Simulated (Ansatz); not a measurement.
# C3H6OSSi: up Jacob's ladder to CCSD(T)

The task here is to estimate one member of a computed series from the others.

Method: functionals in def2-TZVPP, the program's frozen cores in correlated methods; program: Ansatz 0.2.0, Gaussian basis.

The runs, in order: PBE-D4, r2SCAN-D4, PBE0-D4, B3LYP-D4, ωB97X-V, ωB97M-V, B2PLYP; CCSD(T)/def2-TZVPP; MP2/def2-QZVPP; extrapolation to the limit.

## The relaxed structure

The geometry comes from an earlier relaxation with PBE0-D4 in a triple-zeta def2 set; it is a stationary point, not always the lowest conformer.

SMILES `C=C([SiH3])C(=O)S`, 12 atoms, charge 0, spin multiplicity 1.

Atoms are counted from 1 here; the program's logs count them from 0.

Bond lengths: C1–C2 1.332 Å, C1–H7 1.085 Å, C1–H8 1.087 Å, C2–Si3 1.883 Å, C2–C4 1.485 Å, Si3–H9 1.483 Å, Si3–H10 1.482 Å, Si3–H11 1.487 Å, C4–O5 1.205 Å, C4–S6 1.782 Å, S6–H12 1.341 Å. Angles: C2–C1–H7 121.1°, C2–C1–H8 122.6°, H7–C1–H8 116.2°, C1–C2–Si3 122.4°, C1–C2–C4 123.6°, Si3–C2–C4 113.6°, C2–Si3–H9 110.1°, C2–Si3–H10 111.1°, C2–Si3–H11 106.4°, H9–Si3–H10 110.1°, H9–Si3–H11 109.8°, H10–Si3–H11 109.4°, C2–C4–O5 120.6°, C2–C4–S6 120.9°, O5–C4–S6 118.4°, C4–S6–H12 97.6°.

The first run:

Contents of in.yaml:

```yaml
crystal:
  periodic: [false, false, false]
  atoms:
    - {symbol: C, position_ang: [-0.692282, -1.103748, 0.696020]}
    - {symbol: C, position_ang: [-0.074572, -0.131106, 0.028032]}
    - {symbol: Si, position_ang: [1.772655, -0.171062, -0.336498]}
    - {symbol: C, position_ang: [-0.785345, 0.995277, -0.628443]}
    - {symbol: O, position_ang: [-0.320410, 1.530212, -1.603047]}
    - {symbol: S, position_ang: [-2.334126, 1.599910, 0.013074]}
    - {symbol: H, position_ang: [-0.138306, -1.939588, 1.109951]}
    - {symbol: H, position_ang: [-1.770414, -1.128085, 0.830375]}
    - {symbol: H, position_ang: [2.386114, 1.135717, 0.002278]}
    - {symbol: H, position_ang: [2.028510, -0.500079, -1.758548]}
    - {symbol: H, position_ang: [2.347478, -1.236296, 0.527777]}
    - {symbol: H, position_ang: [-2.342403, 0.893748, 1.152928]}
basis:
  gaussian: {orbitals: def2-TZVPP}
hamiltonian: {xc: pbe, dispersion: d4}
output: {forces: true, orbitals: {seedname: orbitals}}
```

Run with:

```
$ ansatz run in.yaml --threads 4 --pin off --events-out ev --progress --plain --max-ram 10444MiB
```

Steps of the session up to this table: PBE-D4 (GGA); r2SCAN-D4 (meta-GGA); PBE0-D4 (hybrid); B3LYP-D4 (hybrid); ωB97X-V (range-separated); ωB97M-V (range-separated); B2PLYP (double hybrid); CCSD(T) in def2-TZVPP; MP2 in def2-QZVPP.

One of the session's tables, all rows but one given; the rest of the session is left out.

It belongs to the step «Atomisation energies». 

```
            method  atomisation energy (eV)
            PBE-D4                        ?
         r2SCAN-D4                   48.151
           PBE0-D4                   48.076
          B3LYP-D4                   47.864
           ωB97X-V                   47.995
           ωB97M-V                   48.015
            B2PLYP                   47.296
     HF/def2-TZVPP                   34.039
    MP2/def2-TZVPP                   47.459
   CCSD/def2-TZVPP                   45.535
CCSD(T)/def2-TZVPP                   46.484
           MP2/CBS                   48.760
       CCSD(T)/CBS                   47.785
```

Q: Estimate the row for PBE-D4 from the others.

As computed: atomisation energy (eV): 49.238. In the column «atomisation energy (eV)» it is the highest.
